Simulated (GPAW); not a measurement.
Wanted: an ASE script for a GPAW 26.7.0 run.

```
Task                : single point
Functional          : PBE
Potentials or basis : GPAW PAW data sets (gpaw-data 1.2.1)
Cutoff              : 600 eV
Basis               : pw
k mesh              : 10 × 10 × 5
Occupations         : fermi-dirac, width 0.05 eV
Spin                : no spin polarisation
Maxiter             : 150
```

The system is AlIn.

```
Al In
1.0
     3.05413    0.00000    0.00000
    -1.52707    2.64496    0.00000
     0.00000    0.00000    5.82802
Al In
1 1
Direct
  0.00000 0.00000 0.00000
  0.00000 0.00000 0.50000
```

The cell was built by a generator and needn't be a form met in nature.

These files were run (other wordings do the same):

run.py

```python
from ase import Atoms
from ase.dft.bandgap import bandgap
from ase.io import write
from ase.units import GPa
from gpaw import GPAW, PW

atoms = Atoms(['Al', 'In'],
              cell=[[3.054133776, 0.0, 0.0],
                    [-1.527066888, 2.6449574366, 0.0],
                    [0.0, 0.0, 5.82802]],
              scaled_positions=[[0.0, 0.0, 0.0],
                                [0.0, 0.0, 0.5]],
              pbc=True)

calc = GPAW(mode=PW(600),
            xc='PBE',
            kpts={'size': (10, 10, 5), 'gamma': True},
            occupations={'name': 'fermi-dirac', 'width': 0.05},
            nbands=16,
            convergence={'density': 1e-05, 'energy': 1e-05},
            maxiter=150,
            txt='gpaw.txt')
atoms.calc = calc
energy = atoms.get_potential_energy()
forces = atoms.get_forces()
stress = atoms.get_stress()
calc.write('gs.gpw')
write('result.traj', atoms)
print(f'Energy: {energy:.6f} eV')
print('Forces (eV/A):')
print(forces.round(4))
print('Stress (GPa):', (stress / GPa).round(3))
print('Fermi level:', round(calc.get_fermi_level(), 4), 'eV')
print(f'Gap: {bandgap(calc)[0]:.4f} eV, direct: {bandgap(calc, direct=True)[0]:.4f} eV')
```

Potentials or basis: GPAW PAW data sets (gpaw-data 1.2.1), pw.

Launch:

```bash
$ OMP_NUM_THREADS=1 python run.py
```

Results of the run:

```json
{
  "Pressure": "-0.4 GPa",
  "Band gap on the k mesh": "none (metal or under the smearing width)"
}
```

Wall time 21 s on 1 thread of Arm Neoverse V1 (shared host), peak memory 0.16 GiB.
